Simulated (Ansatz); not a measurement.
# C4H12B2: the cost of one run

Program: Ansatz 0.2.0. Level of theory: RKS LDA/STO-3G. These are calculated values, not measurements.

1 further run of the same task is left out (set aside as unsound or not needed).

## (1) Starting point

Bond lengths (14 of 17 bonds, heavy atoms first): B1–C2 1.660 Å, C2–C3 1.552 Å, C3–C4 1.459 Å, C4–B5 1.653 Å, C4–C6 1.580 Å, B1–H7 1.152 Å, B1–H8 1.171 Å, C2–H9 1.135 Å, C2–H10 1.084 Å, C3–H11 1.154 Å, C3–H12 1.104 Å, C4–H13 1.064 Å, B5–H14 1.136 Å, B5–H15 1.185 Å. Angles (14 of 30 angles, heavy atoms first): B1–C2–C3 113.7°, C2–C3–C4 113.7°, C3–C4–B5 112.4°, C3–C4–C6 110.7°, B5–C4–C6 106.0°, B1–C2–H9 106.8°, B1–C2–H10 110.1°, C3–C2–H9 107.1°, C3–C2–H10 109.8°, C2–B1–H7 117.5°, C2–B1–H8 117.8°, C2–C3–H11 107.0°, C2–C3–H12 108.2°, C4–C3–H11 109.1°.

Its coordinates follow in the input file.

## (2) Preparing the start

input.yaml reads:

```yaml
crystal:
  periodic: [false, false, false]
  atoms:
    - { symbol: B, position_ang: [2.3819, -0.9246, -0.5421] }
    - { symbol: C, position_ang: [1.5338, 0.4908, -0.7238] }
    - { symbol: C, position_ang: [0.4104, 0.6862, 0.3297] }
    - { symbol: C, position_ang: [-0.701, -0.2469, 0.1824] }
    - { symbol: B, position_ang: [-1.6396, 0.0929, -1.1356] }
    - { symbol: C, position_ang: [-1.6629, -0.1708, 1.4331] }
    - { symbol: H, position_ang: [1.8119, -1.9117, -0.7066] }
    - { symbol: H, position_ang: [3.5324, -0.8494, -0.3399] }
    - { symbol: H, position_ang: [2.276, 1.338, -0.5821] }
    - { symbol: H, position_ang: [1.1151, 0.5488, -1.7223] }
    - { symbol: H, position_ang: [0.8917, 0.5392, 1.3686] }
    - { symbol: H, position_ang: [0.115, 1.7495, 0.3241] }
    - { symbol: H, position_ang: [-0.4772, -1.2806, 0.0684] }
    - { symbol: H, position_ang: [-1.2016, -0.0111, -2.1786] }
    - { symbol: H, position_ang: [-2.7767, 0.4056, -1.0181] }
    - { symbol: H, position_ang: [-1.0778, -0.4602, 2.3501] }
    - { symbol: H, position_ang: [-2.5167, -0.8493, 1.3361] }
    - { symbol: H, position_ang: [-2.0521, 0.8647, 1.6083] }
basis:
  gaussian: { orbitals: STO-3G }
hamiltonian:
  xc: lda
relax:
  f_tol: 0.02
  max_steps: 40
scf:
  lower_state_search: "off"
```

Command:

```bash
$ ansatz run input.yaml --threads 1 --pin off --max-ram 2048MiB --backend cpu --events-out ev --progress --plain --runs-dir out
```

Q: Estimate wall time and peak memory on 1 thread of Arm Neoverse V2, shared host.

About 31 s, with a peak of 0.1 GiB.
